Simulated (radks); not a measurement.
# Ta in [Xe] 4f14 5d3 6s2: an all-electron calculation

An exercise on one series of results from a longer session: the logs are not shown, and one member is left open.

Method: scalar-relativistic Kohn-Sham, BLYP, spin-unpolarised, spherical densities, finite nucleus. Code: radks (a radial shooting solver on a logarithmic mesh, Libxc functionals) version 1.

## The system

```
element            : tantalum (Z = 73)
charge             : 0
electrons          : 73
configuration      : [Xe] 4f14 5d3 6s2
nuclear rms radius : 5.3507 fm
```

The outer shells:

Ta
```
[Xe] core
4f [↑↓][↑↓][↑↓][↑↓][↑↓][↑↓][↑↓]
5d [↑ ][↑ ][↑ ][  ][  ]
6s [↑↓]
```

The first run:

Input:

```text
Z 73
configuration [Xe] 4f14 5d3 6s2 6p0 7s0
relativity scalar-relativistic
functional b88,lyp
spin unpolarised
nucleus finite rms 5.3507 fm
c 137.035999084
```

One of the session's tables, all rows but one given; the rest of the session is left out.

It belongs to the step «Orbitals and density». From the orbitals of this run (lengths in bohr):

```
level      <r>  outermost maximum (interpolated)  90 % within  nodes
   1s  0.01867                            0.0117       0.0340      0
   2s  0.07896                            0.0669        0.122      1
   2p  0.07056                            0.0548        0.115      0
   3s   0.2048                             0.189        0.300      2
   3p   0.2049                             0.187        0.306      1
   3d   0.1856                             0.152        0.288      0
   4s   0.4588                             0.429        0.659      3
   4p        ?                                 ?            ?      ?
   4d   0.5231                             0.461        0.785      1
   5s    1.100                             0.988         1.58      4
   5p    1.295                              1.12         1.90      3
   4f   0.6397                             0.441         1.07      0
   6s    3.306                              2.75         4.93      5
   5d    2.263                              1.59         3.71      2
   6p    5.085                              3.95         7.91      4
```

Estimate the missing values for 4p.

The run gave: <r>: 0.4877; outermost maximum (interpolated): 0.449; 90 % within: 0.709; nodes: 2. In the column «<r>» it lies between 4s (0.4588) and 4d (0.5231).

Caveats from the session: Spin polarisation and multiplet splitting are left out.
